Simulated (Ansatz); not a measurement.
**Al2O3 (P-6m2): relaxation of cell and ions**

What cell does Al2O3 (P-6m2) relax to? Aim: a relaxation of cell and ions, for Al2O3 (P-6m2), run from a script.

Computed with Ansatz 0.2.0 through its Python package. Level of theory: DFT r2SCAN, plane waves, PAW.

## (1) Starting point

The structure is hexagonal, space group P-6m2 (No. 187). The conventional cell has a = 2.884 Å, b = 2.884 Å, c = 9.337 Å, α = 90.00°, β = 90.00°, γ = 120.00°. Al (site symmetry 3m) is surrounded by 6 O at 1.80 to 2.18 Å. Around O (site symmetry 3m) lie 3 Al at 1.80 Å. O (site symmetry -6m2) is surrounded by 6 Al at 2.18 Å.

al2o3.xyz, read by the script:

```xyz
5
Lattice="2.88432495 0.0 0.0 -1.44216247 2.49789868 0.0 0.0 0.0 9.33675446" Properties=species:S:1:pos:R:3 pbc="T T T"
Al    0.00000000    0.00000000    1.40044156
Al    0.00000000    0.00000000    7.93631290
O    -0.00000001    1.66526579    2.07571849
O     1.44216249    0.83263288    0.00000000
O    -0.00000001    1.66526579    7.26103597
```

## (2) Script

Contents of al2o3.py:

```python
"""Variable-cell relaxation of Al2O3."""

import json

import ansatz as az
from ase.data import atomic_numbers
import matplotlib.pyplot as plt
import numpy as np
import spglib

def edges_and_angles(cell):
    cell = np.asarray(cell)
    a, b, c = np.linalg.norm(cell, axis=1)
    cosines = cell[1] @ cell[2] / (b * c), cell[0] @ cell[2] / (a * c), cell[0] @ cell[1] / (a * b)
    return (a, b, c, *np.degrees(np.arccos(cosines)))

structure = az.Crystal.from_extxyz("al2o3.xyz")

# edges free, angles fixed
setup = (
    structure.calculation()
    .functional(az.Functional.R2SCAN)
    .eigensolver("davidson")
    .scf(max_iterations=150)
    .pseudopotentials("paw")
    .kpoints(4, 4, 2, center="gamma")
    .basis(19 * az.Ha)
    .occupations(az.OccupationsMethod.FIXED)
    .relax(force_tolerance=0.1, max_steps=40, fix_cell=["angles"])
)
done = setup.run(events_out="al2o3.ndjson")
with open("al2o3.ndjson") as stream:
    events = [json.loads(line) for line in stream]
steps = [e["data"] for e in events if e["event"] == "relax_step"]
summary = done.report
print("step   energy (eV)     max comp. (eV/A)   P (GPa)  SCF")
for s in steps:
    print(f"{s['step']:4d} {s['lagrangian_ev']:15.5f} {s['allowed_force_max_ev_ang']:12.4f} {s['pressure_gpa']:10.3f} {s['n_scf']:5d}")

first, last = steps[0], steps[-1]
symbols = [site.symbol for site in done.lattice.sites]
print(f"energy gained {first['lagrangian_ev'] - last['lagrangian_ev']:.4f} eV in {len(steps) - 1} steps")
for label, vectors in (("before", first["cell_ang"]), ("after", done.lattice.cell_ang)):
    print(label, "a b c (A) {:.4f} {:.4f} {:.4f}  angles {:.2f} {:.2f} {:.2f}".format(*edges_and_angles(vectors)), f" V = {abs(np.linalg.det(vectors)):.3f} A^3")
print("final stress xx yy zz (GPa, compression positive):", np.round(np.diag(summary["stress_gpa"]), 3) + 0.0)

fig, (top, bottom) = plt.subplots(2, 1, sharex=True, figsize=(4.5, 4))
top.plot([s["lagrangian_ev"] - last["lagrangian_ev"] for s in steps], "o-")
top.set_ylabel("E - E(final) (eV)")
bottom.semilogy([max(s["allowed_force_max_ev_ang"], 1e-6) for s in steps], "s-")
bottom.set(xlabel="step", ylabel="largest force (eV/A)")
fig.tight_layout()
fig.savefig("relax.png", dpi=100)

fractions = [site.position_frac for site in done.lattice.sites]
numbers = [atomic_numbers[s] for s in symbols]
for tolerance in (1e-3, 1e-2, 1e-1):
    print(f"space group at {tolerance} A:", spglib.get_spacegroup((done.lattice.cell_ang, fractions, numbers), symprec=tolerance))

print("relaxed fractional positions")
for site in done.lattice.sites:
    print(f"  {site.symbol:2s}", " ".join(f"{v % 1:8.5f}" for v in np.round(site.position_frac, 5)))

n_atoms = len(summary["lattice"]["sites"])
print("F =", round(summary["free_energy_ev"], 4), "eV for", n_atoms, "atoms")
print("E(sigma -> 0) =", round(summary["energy_sigma0_ev"], 4), "eV, TS =", round(summary["entropy_ts_ev"], 5), "eV")
print("closed by", summary["closed_by"], "after", summary["n_iterations"], "iterations")
```

## (3) The calls as engine input

The engine receives this input:

```yaml
crystal:
  lattice:
    - [2.88432495, 0.0, 0.0]
    - [-1.44216247, 2.49789868, 0.0]
    - [0.0, 0.0, 9.33675446]
  atoms:
    - { symbol: Al, position: [0.0, 0.0, 0.1499923304184225] }
    - { symbol: Al, position: [0.0, 0.0, 0.8500076695815775] }
    - { symbol: O, position: [0.3333333293778732, 0.6666666680011216, 0.22231691953479946] }
    - { symbol: O, position: [0.6666666686204444, 0.3333333279955134, 0.0] }
    - { symbol: O, position: [0.3333333293778732, 0.6666666680011216, 0.7776830804652005] }
basis:
  ecutwfc: 517.016338673772
kpoints:
  mp_grid:
    grid: [4, 4, 2]
    shift: [0.0, 0.0, 0.0]
hamiltonian:
  xc: r2scan
  pseudopotentials:
    kind: paw
scf:
  max_iter: 150
  occupations:
    method: fixed
  eigensolver:
    kind: davidson
relax:
  f_tol: 0.1
  max_steps: 40
  cell:
    fix: [angles]
```

## (4) Launch

The run is started by

```sh
$ python al2o3.py
```

**Question.** What results will this script give? Wanted: free energy; moves of the relaxation; energy gained; last largest force component; relaxed conventional cell; space group at the end.

The runs gave:

| quantity | value |
| --- | --- |
| free energy | -2794.0200 eV (-558.8040 eV/atom) |
| moves of the relaxation | 4 |
| energy gained (ahead of the last change of basis) | 6.1 meV/atom |
| last largest force component | 0.0687 eV/Å |
| relaxed conventional cell | a = 2.855 Å, b = 2.855 Å, c = 9.224 Å, α = 90.00°, β = 90.00°, γ = 120.00° |
| space group at the end | P-6m2 |

In words: Over 4 moves the cell shrank by 3.2 % in volume, and the space group stayed P-6m2. Reading the output:
- The Fermi level of a run with fixed occupations marks the highest occupied state on its mesh, not mid-gap.
- Energies along a relaxation are free energies. Rows at an unchanged volume are solved on a plane-wave basis chosen afresh for that cell, so the energy jumps there and such rows are no steps of the walk.
- The structure is layered, and without a dispersion term the spacing of the layers is poorly determined.
- The structure comes from a database of computed cells and needn't be a stable or known phase.
